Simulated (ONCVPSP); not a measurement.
**An ONCV potential for W, from input to tests**

Aim: build the potential from the settings below, then test how well it stands in for the atom: other configurations, scattering, ghost states and the plane-wave cutoff that it needs.

The numbers are computed with ONCVPSP 4.0.1.1 (patched build) (PBE, scalar-relativistic, spin-unpolarised reference atom).

## Step 1: The atom and the settings

The settings as typed:

* element: tungsten (W, Z = 74)
* type: optimised norm-conserving Vanderbilt (ONCV)
* frozen core: [Kr] 4d10
* valence charge: 28
* reference configuration: 4f14 5s2 5p6 5d4 6s2
* partial waves: 5s+6s: rc 1.45 bohr, ncon 4, nbas 8, qcut 7.4 1/bohr, 3 projectors, debl 1.6 Ha; 5p: rc 1.80 bohr, ncon 4, nbas 8, qcut 6.5 1/bohr, 2 projectors, debl 3 Ha; 5d: rc 1.95 bohr, ncon 4, nbas 7, qcut 5.4 1/bohr, 3 projectors, debl 0.4 Ha; 4f: rc 0.85 bohr, ncon 5, nbas 10, qcut 18.7 1/bohr, 2 projectors, debl 1.2 Ha
* local potential: polynomial inside 0.55 bohr (lpopt 5, dvloc0 -1 Ha)
* core correction: Teter function, fcfact 4.25, rcfact 1.55

An earlier all-electron run gives the scale for the radii.

All-electron outer shells of the reference configuration (PBE, scalar-relativistic, ld1.x):

```csv
shell,level (eV),outermost node (bohr),outermost maximum (bohr)
4d,-238.43,0.22,0.45
5s,-79.07,0.53,0.96
5p,-43.20,0.57,1.09
4f,-33.21,–,0.43
6s,-5.71,1.28,2.67
5d,-4.48,0.63,1.49
6p,-1.36,1.54,3.75
```

## Step 2: Generation

Contents of W.dat:

```
# ATOM AND REFERENCE CONFIGURATION
# atsym  z   nc   nv     iexc    psfile
  W 74.00    9    5        4      upf
#
#   n    l    f
    1    0    2.00
    2    0    2.00
    2    1    6.00
    3    0    2.00
    3    1    6.00
    3    2   10.00
    4    0    2.00
    4    1    6.00
    4    2   10.00
    4    3   14.00
    5    0    2.00
    5    1    6.00
    5    2    4.00
    6    0    2.00
#
# PSEUDOPOTENTIAL AND OPTIMIZATION
# lmax
    3
#
#   l,   rc,      ep,       ncon, nbas, qcut
    0    1.45    0.00    4    8    7.40
    1    1.80    0.00    4    8    6.50
    2    1.95    0.00    4    7    5.40
    3    0.85    0.00    5   10   18.70
#
# LOCAL POTENTIAL
# lloc, lpopt,  rc(5),   dvloc0
    4    5    0.55   -1.00
#
# VANDERBILT-KLEINMAN-BYLANDER PROJECTORs
# l, nproj, debl
    0    3    1.60
    1    2    3.00
    2    3    0.40
    3    2    1.20
#
# MODEL CORE CHARGE
# icmod, fcfact, rcfact
    3    4.25    1.55
#
# LOG DERIVATIVE ANALYSIS
# epsh1, epsh2, depsh
   -4.00    5.00    0.02
#
# OUTPUT GRID
# rlmax, drl
    6.00    0.01
#
# TEST CONFIGURATIONS
# ncnf
    4
# nvcnf
#   n    l    f
    5
    4    3   14.00
    5    0    2.00
    5    1    6.00
    5    2    4.00
    6    0    1.00
#
    5
    4    3   14.00
    5    0    2.00
    5    1    6.00
    5    2    4.00
    6    0    0.00
#
    5
    4    3   14.00
    5    0    2.00
    5    1    6.00
    5    2    3.00
    6    0    0.00
#
    5
    4    3   14.00
    5    0    2.00
    5    1    6.00
    5    2    4.00
    6    0    1.50
#
```

Launch:

```console
$ oncvpsp.x < W.dat > W.out
```

What does the calculation give? Wanted: cutoffs for 1 and 0.1 mHa per electron, occupied waves; bound ghosts; GHOST(+) flags; largest test error; largest phase difference near zero energy, channels read; rms error of d²Exc/dn², without and with the model core; projector energies reset by the program.

As calculated:

| quantity | value |
| --- | --- |
| cutoffs for 1 and 0.1 mHa per electron, occupied waves | 177 Ha and 541 Ha |
| bound ghosts | s at -1143.49 eV, p at -415.49 eV, d at -105.73 eV |
| GHOST(+) flags | s at 473 eV, d at 61 eV, d at 892 eV |
| largest test error (AE − PS) | -12 meV, for 4f14 5s2 5p6 5d3 6s0 |
| largest phase difference near zero energy, channels read | 0.000 rad |
| rms error of d²Exc/dn², without and with the model core | 4.74 and 1.91 mHa |
| projector energies reset by the program | f: -1.220, 0.250 Ha |

A bound ghost (s, p, d) makes it unfit for use: electrons can fall into a state that the atom doesn't have. Close by lies the frozen 4p level (-423.7 eV). The worst unpolarised test, 4f14 5s2 5p6 5d3 6s0, is off by 12 meV on 49.9 eV; by total energies transferability rates as good. Atomic tests can pass in spite of a ghost, since they solve only for the levels asked. By its cutoff, 177 Ha for the looser tolerance, it is very hard. The tighter tolerance needs 541 Ha, and converged work needs a cutoff nearer that. At the looser tolerance the 4f wave is the slowest; 5s needs 23 Ha. Near zero energy the phases of the channels with partial waves agree within 0.001 rad. The pseudo curves have a pole with no partner nearby in the atom's: d at -3.92 Ha. The program also flags highly localised states, GHOST(+) (s, d).
